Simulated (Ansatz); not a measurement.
# CH6SSeSi: basis-set convergence

The task here is to estimate one member of a computed series from the others.

Method: one geometry, several basis sets; program: Ansatz 0.2.0, Gaussian basis.

Plan: PBE0-D4/def2-SVP; ωB97M-V/def2-SVP; PBE0-D4/def2-QZVPP; ωB97M-V/def2-QZVPP; the functionals' def2-TZVPP values are taken from earlier runs.

### The relaxed structure

An earlier PBE0-D4 in a triple-zeta def2 set relaxation fixed the geometry.

SMILES `SC[SiH2][SeH]`, 10 atoms, charge 0, spin multiplicity 1.

Atoms are counted from 1 here; the program's logs count them from 0.

Bond lengths: S1–C2 1.807 Å, S1–H5 1.344 Å, C2–Si3 1.879 Å, C2–H6 1.094 Å, C2–H7 1.093 Å, Si3–Se4 2.275 Å, Si3–H8 1.486 Å, Si3–H9 1.483 Å, Se4–H10 1.470 Å. Angles: C2–S1–H5 97.1°, S1–C2–Si3 110.9°, S1–C2–H6 110.3°, S1–C2–H7 111.0°, Si3–C2–H6 106.4°, Si3–C2–H7 109.8°, H6–C2–H7 108.3°, C2–Si3–Se4 113.0°, C2–Si3–H8 107.6°, C2–Si3–H9 110.4°, Se4–Si3–H8 111.2°, Se4–Si3–H9 104.3°, H8–Si3–H9 110.3°, Si3–Se4–H10 93.0°.

The first run:

in.yaml reads:

```yaml
crystal:
  periodic: [false, false, false]
  atoms:
    - {symbol: S, position_ang: [-1.268118, 1.418943, -0.711604]}
    - {symbol: C, position_ang: [0.090111, 0.857129, 0.340017]}
    - {symbol: Si, position_ang: [0.091764, -1.016538, 0.486744]}
    - {symbol: Se, position_ang: [-0.051653, -2.066877, -1.526358]}
    - {symbol: H, position_ang: [-1.247627, 2.708651, -0.334986]}
    - {symbol: H, position_ang: [-0.029777, 1.246076, 1.355524]}
    - {symbol: H, position_ang: [1.053294, 1.198428, -0.047292]}
    - {symbol: H, position_ang: [1.328405, -1.410411, 1.210804]}
    - {symbol: H, position_ang: [-1.106999, -1.478605, 1.226937]}
    - {symbol: H, position_ang: [1.223700, -1.507997, -1.996786]}
basis:
  gaussian: {orbitals: def2-SVP}
hamiltonian: {xc: pbe0, dispersion: d4}
output: {orbitals: {seedname: orbitals}}
```

Among the steps run: PBE0-D4 in def2-SVP; ωB97M-V in def2-SVP; PBE0-D4 in def2-QZVPP; ωB97M-V in def2-QZVPP.

One of the session's tables, all rows but one given; the rest of the session is left out.

It belongs to the step «Density functionals: the series». 

```
functional       basis  HOMO (eV)  LUMO (eV)
   PBE0-D4    def2-SVP      -6.71       0.37
   PBE0-D4  def2-TZVPP      -6.86       0.03
   PBE0-D4  def2-QZVPP      -6.90      -0.20
   ωB97M-V    def2-SVP      -8.90       2.30
   ωB97M-V  def2-TZVPP      -9.07       1.74
   ωB97M-V  def2-QZVPP          ?          ?
```

Estimate the missing values for ωB97M-V, def2-QZVPP.

As computed: HOMO (eV): -9.10; LUMO (eV): 1.26. In the column «HOMO (eV)» it is the lowest.
